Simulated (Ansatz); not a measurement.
# C₈H₁₆: taking an electron away

The task here is to estimate one member of a computed series from the others.

Method: unrestricted cation, the program's frozen cores in correlated methods; program: Ansatz 0.2.0, Gaussian basis.

Levels to be run: UKS PBE-D4/def2-TZVPP; UKS r2SCAN-D4/def2-TZVPP; UKS PBE0-D4/def2-TZVPP; UKS B3LYP-D4/def2-TZVPP; UKS wB97X-V/def2-TZVPP; UKS wB97M-V/def2-TZVPP; UKS B2PLYP/def2-TZVPP; UHF-CCSD(T)/def2-TZVPP; UHF-MP2/def2-QZVPP; extrapolation to the limit; then −ε(HOMO) from the neutral's earlier runs with LDA (SPW92), PBE-D4, revPBE-D4, BLYP-D4, r2SCAN-D4, B97M-V, PBE0-D4, B3LYP-D4, r2SCANh-D4, r2SCAN0-D4, HSE06-D4, BHLYP-D4, CAM-B3LYP-D4, LC-ωPBE, ωB97X-V, ωB97M-V.

### Structure used throughout

An earlier PBE0-D4 in a triple-zeta def2 set relaxation fixed the geometry.

SMILES `C[C@H]1CC[C@@H](C)CC1`, 24 atoms, charge 0, spin multiplicity 1.

Atoms are counted from 1 here; the program's logs count them from 0.

Bond lengths: C1–C2 1.518 Å, C1–H9 1.095 Å, C1–H10 1.093 Å, C1–H11 1.093 Å, C2–C3 1.525 Å, C2–C8 1.525 Å, C2–H12 1.100 Å, C3–C4 1.523 Å, C3–H13 1.097 Å, C3–H14 1.095 Å, C4–C5 1.529 Å, C4–H15 1.095 Å, C4–H16 1.097 Å, C5–C6 1.524 Å, C5–C7 1.529 Å, C5–H17 1.097 Å, C6–H18 1.093 Å, C6–H19 1.092 Å and more. Angles: C2–C1–H9 110.7°, C2–C1–H10 111.4°, C2–C1–H11 111.4°, H9–C1–H10 107.6°, H9–C1–H11 107.6°, H10–C1–H11 107.9°, C1–C2–C3 111.6°, C1–C2–C8 111.6°, C1–C2–H12 108.3°, C3–C2–C8 110.1°, C3–C2–H12 107.5°, C8–C2–H12 107.5°, C2–C3–C4 112.0°, C2–C3–H13 108.8°, C2–C3–H14 109.8°, C4–C3–H13 110.2°, C4–C3–H14 109.9°, H13–C3–H14 106.0° and more.

Coordinates:

```mol
C8H16
  3D, bonds by distance, orders not assigned

 24 24  0  0  0  0  0  0  0  0999 V2000
    1.0089   -2.5207   -0.2382 C   0  0
    0.7611   -1.1279    0.3126 C   0  0
    1.1826   -0.0484   -0.6782 C   0  0
    0.9223    1.3523   -0.1407 C   0  0
   -0.5345    1.5658    0.2728 C   0  0
   -1.4667    1.6612   -0.9285 C   0  0
   -0.9592    0.4679    1.2491 C   0  0
   -0.6977   -0.9322    0.7107 C   0  0
    0.4183   -2.6884   -1.1447 H   0  0
    2.0612   -2.6662   -0.4969 H   0  0
    0.7307   -3.2915    0.4856 H   0  0
    1.3712   -1.0011    1.2193 H   0  0
    0.6384   -0.1999   -1.6189 H   0  0
    2.2443   -0.1623   -0.9214 H   0  0
    1.2129    2.1032   -0.8829 H   0  0
    1.5634    1.5165    0.7341 H   0  0
   -0.5927    2.5236    0.8036 H   0  0
   -2.4947    1.8523   -0.6092 H   0  0
   -1.4742    0.7445   -1.5220 H   0  0
   -1.1655    2.4771   -1.5910 H   0  0
   -0.3997    0.5937    2.1841 H   0  0
   -2.0178    0.5846    1.5035 H   0  0
   -0.9808   -1.6782    1.4607 H   0  0
   -1.3318   -1.1260   -0.1636 H   0  0
  1  2  8  0
  2  3  8  0
  3  4  8  0
  4  5  8  0
  5  6  8  0
  5  7  8  0
  7  8  8  0
  1  9  8  0
  1 10  8  0
  1 11  8  0
  2 12  8  0
  3 13  8  0
  3 14  8  0
  4 15  8  0
  4 16  8  0
  5 17  8  0
  6 18  8  0
  6 19  8  0
  6 20  8  0
  7 21  8  0
  7 22  8  0
  8 23  8  0
  8 24  8  0
  2  8  8  0
M  END
```

The first run:

Input file in.yaml:

```yaml
crystal:
  periodic: [false, false, false]
  atoms:
    - {symbol: C, position_ang: [1.008895, -2.520696, -0.238235]}
    - {symbol: C, position_ang: [0.761054, -1.127879, 0.312588]}
    - {symbol: C, position_ang: [1.182591, -0.048364, -0.678196]}
    - {symbol: C, position_ang: [0.922329, 1.352343, -0.140664]}
    - {symbol: C, position_ang: [-0.534513, 1.565845, 0.272818]}
    - {symbol: C, position_ang: [-1.466680, 1.661217, -0.928473]}
    - {symbol: C, position_ang: [-0.959189, 0.467925, 1.249118]}
    - {symbol: C, position_ang: [-0.697694, -0.932197, 0.710661]}
    - {symbol: H, position_ang: [0.418343, -2.688351, -1.144689]}
    - {symbol: H, position_ang: [2.061233, -2.666178, -0.496867]}
    - {symbol: H, position_ang: [0.730697, -3.291481, 0.485621]}
    - {symbol: H, position_ang: [1.371157, -1.001089, 1.219251]}
    - {symbol: H, position_ang: [0.638393, -0.199939, -1.618865]}
    - {symbol: H, position_ang: [2.244260, -0.162259, -0.921426]}
    - {symbol: H, position_ang: [1.212866, 2.103171, -0.882884]}
    - {symbol: H, position_ang: [1.563375, 1.516456, 0.734125]}
    - {symbol: H, position_ang: [-0.592651, 2.523580, 0.803584]}
    - {symbol: H, position_ang: [-2.494701, 1.852277, -0.609155]}
    - {symbol: H, position_ang: [-1.474204, 0.744467, -1.522045]}
    - {symbol: H, position_ang: [-1.165475, 2.477084, -1.590992]}
    - {symbol: H, position_ang: [-0.399675, 0.593697, 2.184134]}
    - {symbol: H, position_ang: [-2.017836, 0.584568, 1.503491]}
    - {symbol: H, position_ang: [-0.980792, -1.678200, 1.460733]}
    - {symbol: H, position_ang: [-1.331753, -1.126009, -0.163634]}
basis:
  gaussian: {orbitals: def2-TZVPP}
total_charge: 1
magnetization: {spin_polarized: true, initial_magnetization: 1}
hamiltonian: {xc: pbe, dispersion: d4}
```

Command:

```sh
ansatz run in.yaml --threads 4 --pin off --events-out ev --progress --plain --max-ram 66560MiB --backend cuda --devices 0, --max-vram 37GiB
```

Steps of the session up to this table: Cation, UKS PBE-D4/def2-TZVPP; Cation, UKS r2SCAN-D4/def2-TZVPP; Cation, UKS PBE0-D4/def2-TZVPP; Cation, UKS B3LYP-D4/def2-TZVPP; Cation, UKS wB97X-V/def2-TZVPP; Cation, UKS wB97M-V/def2-TZVPP; Cation, UKS B2PLYP (frozen core)/def2-TZVPP; Cation, UHF-CCSD(T)/def2-TZVPP; Cation, UHF-MP2/def2-QZVPP.

One of the session's tables, all rows but one given; the rest of the session is left out.

It belongs to the step «Ionisation energies side by side». Orbital estimates, from the neutral's runs:

| functional | −ε(HOMO) (eV) |
| --- | --- |
| LDA (SPW92) | 6.89 |
| PBE-D4 | 6.82 |
| revPBE-D4 | 6.77 |
| BLYP-D4 | 6.74 |
| r2SCAN-D4 | 7.06 |
| B97M-V | 7.23 |
| PBE0-D4 | 8.11 |
| B3LYP-D4 | 7.94 |
| r2SCANh-D4 | 7.54 |
| r2SCAN0-D4 | 8.27 |
| HSE06-D4 | 7.71 |
| BHLYP-D4 | 9.39 |
| CAM-B3LYP-D4 | 9.51 |
| LC-ωPBE | 10.80 |
| ωB97X-V | ? |
| ωB97M-V | 10.38 |

**Question.** Estimate the row for ωB97X-V.

As computed: −ε(HOMO) (eV): 10.50. In the column «−ε(HOMO) (eV)» it lies between ωB97M-V (10.38) and LC-ωPBE (10.80).
